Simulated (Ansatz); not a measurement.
# F₂H₄HfN₂: vertical ionisation energy

Aim: the vertical ionisation energy of F₂H₄HfN₂, as cation minus neutral at the neutral's geometry, on several levels, and how well −ε(HOMO) stands in for it.

Program: Ansatz 0.2.0, Gaussian basis. Level of theory: unrestricted cation, the program's frozen cores in correlated methods. These are calculated values, not measurements.

The runs, in order: UKS PBE-D4/def2-TZVPP; UKS r2SCAN-D4/def2-TZVPP; UKS PBE0-D4/def2-TZVPP; UKS B3LYP-D4/def2-TZVPP; UKS wB97X-V/def2-TZVPP; UKS wB97M-V/def2-TZVPP; UKS B2PLYP/def2-TZVPP; UHF-CCSD(T)/def2-TZVPP; UHF-MP2/def2-QZVPP; extrapolation to the limit; then −ε(HOMO) from the neutral's earlier runs with LDA (SPW92), PBE-D4, revPBE-D4, BLYP-D4, r2SCAN-D4, B97M-V, PBE0-D4, B3LYP-D4, r2SCANh-D4, r2SCAN0-D4, HSE06-D4, BHLYP-D4, CAM-B3LYP-D4, LC-ωPBE, ωB97X-V, ωB97M-V.

## (1) The relaxed structure

All runs share one geometry, relaxed beforehand with PBE0-D4 in a triple-zeta def2 set. Hf takes the def2 core potential; no spin-orbit term is included.

SMILES `[NH2][Hf]([NH2])([F])[F]`, 9 atoms, charge 0, spin multiplicity 1.

Atoms are counted from 1 here; the program's logs count them from 0.

Bond lengths: N1–Hf2 2.030 Å, N1–H6 1.009 Å, N1–H7 1.011 Å, Hf2–N3 2.025 Å, Hf2–F4 1.918 Å, Hf2–F5 1.918 Å, N3–H8 1.011 Å, N3–H9 1.011 Å. Angles: Hf2–N1–H6 125.6°, Hf2–N1–H7 125.6°, H6–N1–H7 108.8°, N1–Hf2–N3 106.4°, N1–Hf2–F4 109.0°, N1–Hf2–F5 109.1°, N3–Hf2–F4 110.6°, N3–Hf2–F5 110.5°, F4–Hf2–F5 111.0°, Hf2–N3–H8 125.6°, Hf2–N3–H9 125.6°, H8–N3–H9 108.5°.

## (2) Cation, UKS PBE-D4/def2-TZVPP

Input file in.yaml:

```yaml
crystal:
  periodic: [false, false, false]
  atoms:
    - {symbol: N, position_ang: [-1.137830, 1.219255, -0.324693]}
    - {symbol: Hf, position_ang: [0.369370, -0.111322, -0.603226]}
    - {symbol: N, position_ang: [0.623794, -1.064775, 1.164843]}
    - {symbol: F, position_ang: [-0.138483, -1.353203, -1.974423]}
    - {symbol: F, position_ang: [1.963238, 0.838586, -1.090665]}
    - {symbol: H, position_ang: [-1.642649, 1.363162, 0.537435]}
    - {symbol: H, position_ang: [-1.506343, 1.846615, -1.026149]}
    - {symbol: H, position_ang: [0.185940, -1.935815, 1.431981]}
    - {symbol: H, position_ang: [1.282972, -0.802504, 1.884907]}
basis:
  gaussian: {orbitals: def2-TZVPP}
total_charge: 1
magnetization: {spin_polarized: true, initial_magnetization: 1}
hamiltonian: {xc: pbe, dispersion: d4}
```

Started as:

```sh
> ansatz run in.yaml --threads 2 --pin off --events-out ev --progress --plain --max-ram 32768MiB --backend cpu
```

After this run come: Cation, UKS r2SCAN-D4/def2-TZVPP; Cation, UKS PBE0-D4/def2-TZVPP; Cation, UKS B3LYP-D4/def2-TZVPP; Cation, UKS wB97X-V/def2-TZVPP; Cation, UKS wB97M-V/def2-TZVPP; Cation, UKS B2PLYP (frozen core)/def2-TZVPP; Cation, UHF-CCSD(T)/def2-TZVPP; Cation, UHF-MP2/def2-QZVPP.

Q: Predict the results of all the runs planned. Wanted: ionisation energy, CCSD(T)/CBS; nearest functional by difference; nearest −ε(HOMO); −ε(HOMO) of PBE; T1 of the cation.

As calculated:

| quantity | value |
| --- | --- |
| ionisation energy, CCSD(T)/CBS | 10.06 eV |
| nearest functional by difference | ωB97M-V (-0.14 eV) |
| nearest −ε(HOMO) | ωB97X-V (-0.03 eV) |
| −ε(HOMO) of PBE | 6.09 eV |
| T1 of the cation | 0.018 |

Energy differences with functionals land within 0.73 eV of the reference. The PBE orbital energy is 4.0 eV too small: a semilocal HOMO is no ionisation energy. Among orbital estimates ωB97X-V comes nearest. Hartree-Fock falls 1.54 eV short, as the neutral has more correlation energy than the cation. Correlated methods include outer-core shells of Hf, which these sets cover unevenly.
